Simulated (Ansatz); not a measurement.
Run this with the Ansatz DFT code, driven from Python and show what comes out.

`kconv_hgpt3.py`
```python
"""Convergence of HgPt3 with the k-point mesh."""

import csv
import warnings

import ansatz as az

warnings.simplefilter("ignore", az.DeckWarning)

crystal = (
    az.Lattice.of([4.0726, 0.0, 0.0], [0.0, 4.0726, 0.0], [0.0, 0.0, 4.0726])
    .atom("Hg", [0.0, 0.0, 0.0])
    .atom("Pt", [0.0, 0.5, 0.5])
    .atom("Pt", [0.5, 0.5, 0.0])
    .atom("Pt", [0.5, 0.0, 0.5])
)

model = crystal.calculation()
model = model.functional("pbesol", dispersion="d3bjatm")
model = model.occupations(az.OccupationsMethod.COLD)
model = model.scf(tolerance=1e-07).forces()
model = model.stress()

rows = []
for value in [(2, 2, 2), (3, 3, 3), (4, 4, 4), (5, 5, 5), (6, 6, 6), (7, 7, 7)]:
    r = model.kpoints(mesh=value).run(threads=1, pin="off").report
    rows.append((value, r["free_energy_ev"] / len(r["lattice"]["sites"]), r["n_iterations"], sum(r["stress_gpa"][i][i] for i in range(3)) / 3, max(abs(f) for row in r["forces_ev_ang"] for f in row), r["n_kpoints"]))

with open("kconv.csv", "w", newline="") as handle:
    writer = csv.writer(handle)
    writer.writerow(["mesh", "F/atom (eV)", "iterations", "P (GPa)", "max force (eV/A)", "k-points"])
    writer.writerows([round(v, 5) if isinstance(v, float) else v for v in row] for row in rows)

# differences from the last row
for row in rows[:-1]:
    shift = 1000 * (row[1] - rows[-1][1])
    print(f"{row[0]}: {shift:+.2f} meV/atom" + ("  (within 1 meV)" if abs(shift) < 1 else ""))
```

Running `python kconv_hgpt3.py` prints:
```text
(2, 2, 2): +63.77 meV/atom
(3, 3, 3): -53.03 meV/atom
(4, 4, 4): -30.38 meV/atom
(5, 5, 5): -10.99 meV/atom
(6, 6, 6): +0.05 meV/atom  (within 1 meV)
```

`kconv.csv`, as written:
```csv
mesh,F/atom (eV),iterations,P (GPa),max force (eV/A),k-points
"(2, 2, 2)",-12705.30766,8,-17.15094,0.0,4
"(3, 3, 3)",-12705.42446,6,-14.80301,0.0,4
"(4, 4, 4)",-12705.40182,6,-15.59397,0.0,10
"(5, 5, 5)",-12705.38243,6,-15.14709,0.0,10
"(6, 6, 6)",-12705.37138,7,-15.1567,0.0,20
"(7, 7, 7)",-12705.37143,6,-14.77233,0.0,20
```

From 6×6×6 on it stays within 1 meV an atom of the value at 7×7×7; the first row (2×2×2) is off by 63.8 meV and the last but one by 0.05 meV. That rests on few rows after larger swings, so the series isn't shown to be converged. It goes up and down, since the sum over k-points isn't variational. The pressure moves from -17.15 to -14.77 GPa.

Dispersion corrections can be off by several per cent in the lattices of metals, and by several GPa in the pressure at a fixed cell. The program warned that this SCF threshold is loose for forces or stresses. Forces vanish by symmetry here and test nothing. Pressure is positive in compression. Spin-orbit coupling, which matters for elements this heavy, is left out. At these settings the cell as given stands under about -15 GPa, so it isn't at this functional's equilibrium volume. The structure comes from a database of computed cells and needn't be a stable or known phase. Shifts are counted from the finest mesh, which is itself no proven limit. The script silences the warnings on its input, which a real study should read. Cost: roughly 5 core-seconds.

(Lines on the test bed's own set-up are left out of the output.)
